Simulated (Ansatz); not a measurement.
GeH₈Si₂, SMILES [SiH3][GeH2][SiH3], a ladder of methods at one geometry

Computed with Ansatz 0.2.0, Python API.

Notebook, run cell by cell (the value of a cell's last expression is shown):

In [1]:
```python
from pathlib import Path

import ansatz
import numpy as np
```

In [2]:
```python
GEOMETRY = """
Si   -1.15680    1.20270   -0.81450
Ge   -0.35940   -0.03640    0.90030
Si    1.42510   -1.23740    0.10920
H    -1.55180    0.37600   -1.92830
H    -0.16160    2.15980   -1.32530
H    -2.35990    2.03470   -0.34380
H     0.12270    0.89440    2.06320
H    -1.40920   -0.99260    1.40110
H     2.01050   -2.04090    1.25610
H     2.49010   -0.30740   -0.33890
H     1.01550   -2.11000   -0.95840
"""
```

In [3]:
```python
geh8si2 = ansatz.Crystal.molecule()
for line in GEOMETRY.strip().splitlines():
    symbol, *xyz = line.split()
    geh8si2 = geh8si2.atom(symbol, [float(v) for v in xyz])

calculation = geh8si2.calculation().basis(gaussian="def2-SVP")

print("functional    E (Ha)        dipole (D)   HOMO (eV)  LUMO (eV)")
for name in ["blyp", "pbe", "hf", "lda", "hse06", "r2scan"]:
    data = calculation.functional(name).forces().orbitals().run(threads=1, pin="off", runs_dir="runs").report
    lines = Path(data["orbitals_path"]).read_text().splitlines()
    field_of = lambda key: [line.split("=")[1].strip() for line in lines if line.startswith(key)]
    orbitals = [(27.211386 * float(e), s, float(n)) for e, s, n in zip(field_of("Ene="), field_of("Spin="), field_of("Occup="))]
    homo = max(e for e, _, n in orbitals if n > 0.5)
    lumo = min(e for e, _, n in orbitals if n < 0.5)
    dipole = 4.803205 * np.linalg.norm(data["charge_distribution"]["dipole_moment_e_ang"])
    print(f"{name:10s} {data['free_energy_ev'] / 27.211386246:14.6f} {dipole:9.3f} {homo:11.3f} {lumo:10.3f}")
```
```text
functional    E (Ha)        dipole (D)   HOMO (eV)  LUMO (eV)
blyp         -2660.344846     0.245      -6.686     -0.468
pbe          -2659.690605     0.226      -6.878     -0.670
hf           -2657.422044     0.305     -10.476      3.309
lda          -2654.761386     0.202      -6.947     -0.806
hse06        -2659.804663     0.238      -7.596     -0.266
r2scan       -2660.270915     0.238      -7.178     -0.475
```

Total energies depend on the basis set; only differences at equal settings carry meaning. The geometry is a force-field or estimated start, not a minimum of this method, and the basis set is short of its limit. A lower total doesn't mark the better method: functionals have no common bound, and MP2 and coupled cluster aren't variational. Levels such as HOMO and LUMO are orbital energies: with these approximate functionals they aren't the ionisation energy and electron affinity, and their gap isn't the fundamental gap. hse06 follows the composition of plane-wave codes, whose totals differ by tens of mHa, up to about 0.1 Ha, from the form usual in Gaussian-basis programs (wpbeh). Wall time of the script: 28 s on 1 thread of Arm Neoverse V1 (shared host), peak memory 0.32 GiB.
